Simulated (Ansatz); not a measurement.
# NiPtF6: two electronic states of one cell

Aim: solve NiPtF6 (a database structure at a slightly changed volume) from each of its saved states, at one geometry and mesh, and see which is lowest and how they differ.

Computed, not measured: Ansatz 0.2.0, DFT, r2SCAN, with U_eff = 3.4 eV on Ni d, plane waves, PAW.

## Step 1: The cell

It takes space group R-3 (No. 148, trigonal). Conventional cell: a = 4.871 Å, b = 4.871 Å, c = 13.516 Å, α = 90.00°, β = 90.00°, γ = 120.00°. Ni (site symmetry -3) is surrounded by 6 F at 1.93 Å. Around F (site symmetry 1) lie 1 Pt at 1.88 Å and 1 Ni at 1.93 Å. Around Pt (site symmetry -3) lie 6 F at 1.88 Å.

Symmetry-reduced, conventional setting; the input below types the cell that was run:

```cif
data_structure
_symmetry_space_group_name_H-M 'R-3:H'
_symmetry_Int_Tables_number 148
_cell_length_a 4.8708
_cell_length_b 4.8708
_cell_length_c 13.5156
_cell_angle_alpha 90.000
_cell_angle_beta 90.000
_cell_angle_gamma 120.000
_cell_volume 277.69
loop_
_atom_site_label
_atom_site_type_symbol
_atom_site_symmetry_multiplicity
_atom_site_Wyckoff_symbol
_atom_site_fract_x
_atom_site_fract_y
_atom_site_fract_z
_atom_site_occupancy
Ni1 Ni 3 b 0.33333 0.66667 0.16667 1
F1 F 18 f 0.03500 0.32500 0.08300 1
Pt1 Pt 3 a 0.00000 0.00000 0.00000 1
```

The states: A, no atom with a moment over 0.3 μB (no spin polarisation); B, Ni1 up (collinear spin). Each run reads its own saved solution as saved_state.

## Step 2: Run from state A

Contents of input.yaml:

```yaml
crystal:
  lattice:
    - [2.43537401, 1.40606541, 4.50519493]
    - [-2.43537401, 1.40606541, 4.50519493]
    - [0.0, -2.81213082, 4.50519493]
  atoms:
    - { symbol: Ni, position: [0.5, 0.5, 0.5] }
    - { symbol: F, position: [0.242, 0.627, 0.882] }
    - { symbol: F, position: [0.882, 0.242, 0.627] }
    - { symbol: F, position: [0.627, 0.882, 0.242] }
    - { symbol: F, position: [0.758, 0.373, 0.118] }
    - { symbol: F, position: [0.118, 0.758, 0.373] }
    - { symbol: F, position: [0.373, 0.118, 0.758] }
    - { symbol: Pt, position: [0.0, 0.0, 0.0] }
kpoints:
  mp_grid: { grid: [5, 5, 5], shift: [0, 0, 0] }
magnetization:
  spin_polarized: false
scf:
  occupations: { method: fermi_dirac }
  lower_state_search: "off"
  max_iter: 200
hamiltonian:
  pseudopotentials: { kind: paw }
  xc: r2scan
  hubbard:
    projectors: all-electron-ortho-atomic
    sites: [{ species: Ni, l: d, u_eff: 3.4 }]
basis:
  ecutwfc: 500
  fft_grid_basis: typed
output:
  forces: true
  stress: true
  eigenvalues: true
  bader: true
  populations: true
  elf: true
  write_potential: true
  volumetric_format: npy
  dos:
    e_range: [-12, 8]
    de: 0.05
    projected: { site_lists: { F: [F], Ni: [Ni], Pt: [Pt] } }
checkpoint:
  read: saved_state
```

## Step 4: Run from state B

input.yaml, as its differences from that of step 2:

```diff
@@ -6,3 +6,3 @@
   atoms:
-    - { symbol: Ni, position: [0.5, 0.5, 0.5] }
+    - { symbol: Ni, position: [0.5, 0.5, 0.5], spin: 2.0 }
     - { symbol: F, position: [0.242, 0.627, 0.882] }
@@ -16,4 +16,17 @@
   mp_grid: { grid: [5, 5, 5], shift: [0, 0, 0] }
+  band_path:
+    path:
+      - [0.0, 0.0, 0.0]
+      - [-0.5, -0.5, -0.5]
+      - [-0.5, -0.23160365, -0.76839635]
+      - [-0.23160365, 0.23160365, -0.5]
+      - [0.0, 0.0, -0.5]
+      - [0.0, 0.0, 0.0]
+      - [0.0, 0.36580183, -0.36580183]
+      - [-0.36580183, 0.0, -0.63419817]
+      - [-0.5, 0.0, -0.5]
+      - [0.0, 0.0, 0.0]
+    npoints: 6
 magnetization:
-  spin_polarized: false
+  spin_polarized: true
 scf:
```

(Steps that only read results are left out.)

Before running it: what results should come out? Wanted: for each run, free energy; largest site moment; size of the net moment; gap; pressure; largest force.

As calculated:

```tsv
state	free energy (meV/atom)	largest site moment (μB)	size of the net moment (μB/cell)	gap (eV)	pressure (GPa)	largest force (eV/Å)	SCF cycles
A	377.1	–	–	metal	16.2	1.99	11
B	0.0	1.73	2.00	3.20	17.1	1.45	11
```

State B lies lowest, 377.1 meV per atom under state A. They differ in kind: A is a metal, B is gapped. Spin-orbit coupling, left out here, can change that for 5d elements. The atoms are far from rest (forces to 2.0 eV/Å), so order and character hold for this geometry alone. At the same volume their pressures differ by 0.9 GPa, the state with the larger moments having the higher pressure, so it wants the larger volume. Not all runs allow spin: where it is off, the gap in energy is mostly the cost of forbidding moments, not two ends of one search.

Limits of this run: the k mesh is coarse for a cell without a gap; gaps of Fe, Co and Ni magnets can come out low on these datasets.
